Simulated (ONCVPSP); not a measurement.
**Pseudopotential generation for silicon: ONCV, PBEsol**

Aim: build the potential from the settings below, then test how well it stands in for the atom: other configurations, scattering, ghost states and the plane-wave cutoff that it needs.

Method: ONCVPSP 4.0.1, PBEsol, scalar-relativistic.

### 1 The atom and the settings

Typed settings, in words:

* element: silicon (Si, Z = 14)
* type: optimised norm-conserving Vanderbilt (ONCV)
* frozen core: [Ne]
* valence charge: 4
* reference configuration: 3s2 3p2
* partial waves: 3s: rc 1.95 bohr, ncon 4, nbas 8, qcut 3.8 1/bohr, local; 3p: rc 2.45 bohr, ncon 4, nbas 9, qcut 3.4 1/bohr, 2 projectors, debl 0.6 Ha
* local potential: the s channel
* core correction: not asked for

The outer shells as boxes (Hund's rule for the drawing; the calculation is spin-unpolarised):

```
[Ne] core
3s [↑↓]
3p [↑ ][↑ ][  ]
```

An earlier all-electron run gives the scale for the radii.

All-electron outer shells of the reference configuration (PBEsol, scalar-relativistic, ld1.x):

```tsv
shell	level (eV)	outermost node (bohr)	outermost maximum (bohr)
2s	-139.13	0.15	0.45
2p	-95.42	–	0.39
3s	-10.77	0.72	1.80
3p	-4.06	0.72	2.17
```

### 2 The generation run

Si.dat

```
# ATOM AND REFERENCE CONFIGURATION
# atsym  z   nc   nv     iexc    psfile
  Si 14.00    3    2  -116133      upf
#
#   n    l    f
    1    0    2.00
    2    0    2.00
    2    1    6.00
    3    0    2.00
    3    1    2.00
#
# PSEUDOPOTENTIAL AND OPTIMIZATION
# lmax
    1
#
#   l,   rc,      ep,       ncon, nbas, qcut
    0    1.95    0.00    4    8    3.80
    1    2.45    0.00    4    9    3.40
#
# LOCAL POTENTIAL
# lloc, lpopt,  rc(5),   dvloc0
    0    5    1.95    0.00
#
# VANDERBILT-KLEINMAN-BYLANDER PROJECTORs
# l, nproj, debl
    0    0    1.50
    1    2    0.60
#
# MODEL CORE CHARGE
# icmod, fcfact, rcfact
    0    0.00    0.00
#
# LOG DERIVATIVE ANALYSIS
# epsh1, epsh2, depsh
   -2.00    5.00    0.02
#
# OUTPUT GRID
# rlmax, drl
    6.00    0.01
#
# TEST CONFIGURATIONS
# ncnf
    4
# nvcnf
#   n    l    f
    2
    3    0    2.00
    3    1    1.00
#
    2
    3    0    2.00
    3    1    0.00
#
    2
    3    0    1.00
    3    1    0.00
#
    2
    3    0    0.00
    3    1    4.00
#
```

The run is started by

```bash
$ oncvpsp.x < Si.dat > Si.out
```

**Question.** What will these runs give? Wanted: cutoffs for 1 and 0.1 mHa per electron, occupied waves; bound ghosts; GHOST(+) flags; largest test error; largest phase difference near zero energy, channels read.

The runs gave:

| quantity | value |
| --- | --- |
| cutoffs for 1 and 0.1 mHa per electron, occupied waves | 6.9 Ha and 26 Ha |
| bound ghosts | none found |
| GHOST(+) flags | none at low energy |
| largest test error (AE − PS) | +59 meV, for 3s1 3p0 |
| largest phase difference near zero energy, channels read | 0.008 rad |

**Reading.** The worst unpolarised test, 3s1 3p0, is off by 59 meV on 57.6 eV; by total energies transferability rates as fair. That test lies far up in energy; among those under 40 eV, nearer to bonding, the largest error is 7.0 meV. It counts as soft on the atom at that tolerance, with 6.9 Ha needed at the looser tolerance. The tighter tolerance needs 26 Ha, and converged work needs a cutoff nearer that. At the looser tolerance the 3s wave is the slowest; 3p needs 3 Ha. No bound ghost shows below the valence levels. Near zero energy the phases of the channels with partial waves agree within 0.008 rad. All of this concerns the isolated atom, not yet a solid.
